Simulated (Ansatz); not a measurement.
# ZnSb2C: how the settings move a single-point run

How sensitive is a single-point run of ZnSb2C to its settings? A reference run comes first, then three runs with altered input. The cell is built on a prototype (ordering on zincblende) and needn't be the phase found in nature.

Program: Ansatz 0.2.0. Level of theory: reference: DFT, HSE06, plane waves, PAW. These are calculated values, not measurements.

1 further run of the same task is left out (it didn't finish).

### 1 Starting point

The structure is tetragonal, space group P-4m2 (No. 115). Conventional cell: a = 3.827 Å, b = 3.827 Å, c = 5.971 Å, α = 90.00°, β = 90.00°, γ = 90.00°. Zn (site symmetry -4m2) has 4 Sb at 2.58 Å as nearest neighbours. Sb (site symmetry 2mm) has 2 C at 2.28 Å and 2 Zn at 2.58 Å as nearest neighbours. C (site symmetry -4m2) has 4 Sb at 2.28 Å as nearest neighbours.

Coordinates:

```
Zn Sb C
1.0
     3.82738    0.00000    0.00000
     0.00000    3.82738    0.00000
     0.00000    0.00000    5.97090
Zn Sb C
1 2 1
Direct
  0.00000 0.00000 0.00000
  0.00000 0.50000 0.29097
  0.50000 0.00000 0.70903
  0.50000 0.50000 0.50000
```

### 2 Reference

input.yaml

```yaml
crystal:
  lattice:
    - [3.8273790815, 0.0, 0.0]
    - [0.0, 3.8273790815, 0.0]
    - [0.0, 0.0, 5.9708967051]
  atoms:
    - { symbol: Zn, position: [0.0, 0.0, 0.0] }
    - { symbol: Sb, position: [0.0, 0.5, 0.2909733445] }
    - { symbol: C, position: [0.5, 0.5, 0.5] }
    - { symbol: Sb, position: [0.5, 0.0, 0.7090266555] }
kpoints:
  mp_grid: { grid: [4, 4, 2] }
hamiltonian:
  xc: hse06
scf:
  occupations: { method: fermi_dirac, width: 0.02 }
  n_extra_bands: 5
output:
  forces: true
  stress: true
  eigenvalues: true
```

The run is started by

```
ansatz run input.yaml --threads 4 --pin off --max-ram 3686MiB --backend cpu --events-out ev --progress --plain --runs-dir out
```

### 3 Changing settings: singularity wigner_seitz

input.yaml: that of step 2 with these lines changed.

```diff
@@ -17,2 +17,3 @@
   n_extra_bands: 5
+  exx: { singularity: wigner_seitz }
 output:
```

### 4 Changing settings: exchange pbe, correlation pbe, coeff 0.35, omega 0.2078

input.yaml: that of step 2 with these lines changed.

```diff
@@ -13,3 +13,6 @@
 hamiltonian:
-  xc: hse06
+  xc:
+    exchange: pbe
+    correlation: pbe
+    exx: { coeff: 0.35, omega: 0.2078 }
 scf:
```

### 5 Changed: accuracy high

input.yaml: that of step 2 with these lines changed.

```diff
@@ -21 +21,2 @@
   eigenvalues: true
+accuracy: high
```

**Question.** What will these runs give? Wanted: for each run, ending; energy change; pressure; gap; force.

The runs gave:

```tsv
run	ending	energy change	pressure (GPa)	gap (eV)	force (eV/Å)	cycles	time
reference	converged	0	-0.6	0.00	0.47	25	32 s
1: singularity wigner_seitz	converged	-	-0.6	0.00	0.47	25	30 s
2: exchange pbe, correlation pbe, coeff 0.35, omega 0.2078	converged	not comparable	-1.7	0.00	0.41	117	2 min
3: accuracy high	converged	0.0 meV/atom	-0.6	0.00	0.47	25	31 s
```

Residual by cycle in the longest SCF loop of each run; runs are numbered as in the table. The quantity is the density residual dr2, in eV.

```tsv
cycle	reference	run 1	run 2	run 3
1	0.0163	0.0163	6.4e-6	0.0163
2	0.00726	0.00726	3.8e-6	0.00726
4	0.00216	0.00216	3.8e-7	0.00216
5	4.6e-5	4.6e-5	3.0e-7	4.6e-5
7	9.1e-7	9.1e-7	1.4e-7	9.1e-7
8	7.8e-8	7.8e-8	1.7e-7	7.8e-8
10	4.0e-10	4.0e-10	1.2e-6	4.0e-10
11	-	-	5.3e-6	-
13	-	-	1.3e-4	-
14	-	-	1.7e-4	-
16	-	-	1.1e-4	-
17	-	-	1.3e-5	-
```

«accuracy high» leaves the energy as it was. Of the variants the dearest is «exchange pbe, correlation pbe, coeff 0.35, omega 0.2078» (2 min), the cheapest «singularity wigner_seitz» (30 s), on a shared host.
